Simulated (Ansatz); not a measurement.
SiF:

```
Si F
1.0
     1.33860    0.77284    3.89831
    -1.33860    0.77284    3.89831
     0.00000   -1.54568    3.89831
Si F
1 1
Direct
  0.50000 0.50000 0.50000
  0.00000 0.00000 0.00000
```

The cell was built by a generator and needn't be a form met in nature.

* Program: Ansatz 0.2.0
* Task: relaxation of cell and atoms
* Functional: HSEsol
* Potentials or basis: Ansatz PAW
* Cutoff: 420 eV (not typed: the program's choice for these potentials)
* k mesh: 6 × 6 × 6
* Occupations: fermi-dirac, width 0.05 eV
* Spin: no spin polarisation

At the start: volume 12.10 Å³/atom.

**Question.** How do energy, volume and symmetry change on relaxing?

**Answer.** It ends after 7 steps and the volume is 11.30 Å³/atom (-6.6 %); space group R-3m (No. 166, to 0.05 Å).

Step by step:
| step | energy change (eV) | largest force (eV/Å) | volume (Å³) |
| --- | --- | --- | --- |
| 1 | 0.0000 | 0.0000 | 24.20 |
| 2 | -0.0266 | 0.0000 | 23.10 |
| 3 | -0.0320 | 0.0000 | 22.71 |
| 4 | -0.0323 | 0.0000 | 22.65 |
| 5 | -0.0307 | 0.0000 | 22.65 |
| 6 | -0.0308 | 0.0000 | 22.60 |
| 7 | -0.0307 | 0.0000 | 22.60 |

Final structure:
```
Si F
1.0
     1.30352    0.75259    3.83949
    -1.30352    0.75259    3.83949
     0.00000   -1.50517    3.83949
Si F
1 1
Direct
  0.50000 0.50000 0.50000
  0.00000 0.00000 0.00000
```

Caveat: the k mesh is coarse (spacing up to 0.46 Å⁻¹), so the values aren't converged, least of all with exact exchange; the plane-wave basis is chosen anew once the cell has moved, so the energies of steps on either side of that aren't comparable; the pressure holds a Pulay correction of +0.3 GPa for the finite cutoff; an odd number of electrons without spin polarisation forces a metal; a magnetic or distorted state may lie lower; the PAW data sets come from PBE, with cores solved anew for the run's functional, which leaves a small shift of forces and pressure.
